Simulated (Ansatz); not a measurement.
Consider a scan of the energy under strain of BaTiO3, space group P4/mmm (Ansatz 0.2.0, Python API).

`run_strain.py`:
```python
'''A biaxial strain scan of BaTiO3.'''

import ansatz as az
import numpy as np
from tabulate import tabulate

VECTORS = np.array([
    [4.112467, 0.0, 0.0],
    [0.0, 4.112467, 0.0],
    [0.0, 0.0, 5.035613],
])
SITES = [
    ('Ba', (0.0, 0.0, 0.0)),
    ('Ti', (0.5, 0.5, 0.5)),
    ('O', (0.0, 0.5, 0.5)),
    ('O', (0.5, 0.0, 0.5)),
    ('O', (0.0, 0.0, 0.5)),
]


def on_lattice(cell):
    crystal = az.Crystal(lattice=az.Lattice.of(cell))
    for symbol, position in SITES:
        crystal = crystal.atom(symbol, position)
    return crystal

# clamped ions: the fractional positions stay as typed
values = np.linspace(-0.01, 0.01, 5)
energies = []
for d in values:
    strain = np.diag([d, d, 0])
    cell = VECTORS @ (np.eye(3) + strain)
    setup = on_lattice(cell).calculation()
    setup = setup.basis(23 * az.Ha).functional('r2scan')
    setup = setup.occupations('fermi_dirac', width=0.05).kpoints(6, 6, 4)
    setup = setup.stress()
    summary = setup.run(threads=1).report
    energies.append(summary['free_energy_ev'] / len(SITES))
    s = summary['stress_gpa']
    print(f'd = {d:+.4f}  stress xx yy zz xy (GPa, compression positive): {s[0][0]:8.3f} {s[1][1]:8.3f} {s[2][2]:8.3f} {s[0][1]:8.3f}')
energies = np.array(energies)

print(tabulate(zip(values, 1000 * (energies - energies.min())), headers=['strain', 'dE (meV/atom)'], floatfmt='.3f'))
curvature = 2 * np.polyfit(values, energies, 3)[1]
volume = abs(np.linalg.det(VECTORS)) / len(SITES)
print(f'd2E/dd2 over the volume: {curvature / volume * 160.21766:.1f} GPa')
```

How much energy does this biaxial strain cost, and what curvature follows?

Against the unstrained cell the energy per atom changes by -2.42 meV at one end of the scan and +8.67 meV at the other, and its second derivative over the volume is 588.2 GPa. The lowest row is an end of the scan, as the cell stands under stress.

The output:

```console
$ python run_strain.py
d = -0.0100  stress xx yy zz xy (GPa, compression positive):    0.446    0.446   -3.709    0.000
d = -0.0050  stress xx yy zz xy (GPa, compression positive):   -1.155   -1.155   -3.879    0.000
d = +0.0000  stress xx yy zz xy (GPa, compression positive):   -2.658   -2.658   -4.039    0.000
d = +0.0050  stress xx yy zz xy (GPa, compression positive):   -4.069   -4.069   -4.188    0.000
d = +0.0100  stress xx yy zz xy (GPa, compression positive):   -5.392   -5.392   -4.329    0.000
  strain    dE (meV/atom)
--------  ---------------
  -0.010            0.000
  -0.005            0.385
   0.000            2.417
   0.005            6.007
   0.010           11.084
d2E/dd2 over the volume: 588.2 GPa
```

Reading the output:
- The run is spin-unpolarised.
- The mesh is modest for a metal, so energies can be off by several to tens of meV an atom and pressures by half a GPa or more; differences at equal mesh fare better.
- The curvature belongs to this strain pattern and to the cell's stress; it equals a single elastic constant only for simple patterns.
- In a metal a curvature from energy changes of a few meV or less hangs on mesh and smearing, in size and even in sign.
- This cell is a computed structure, which may not be the phase found in nature.
- The ions keep their fractional positions (clamped ions).
- The whole script took 64 s on 1 thread of Intel(R) Xeon(R) Processor @ 2.30GHz (shared host), peak memory 0.88 GiB.
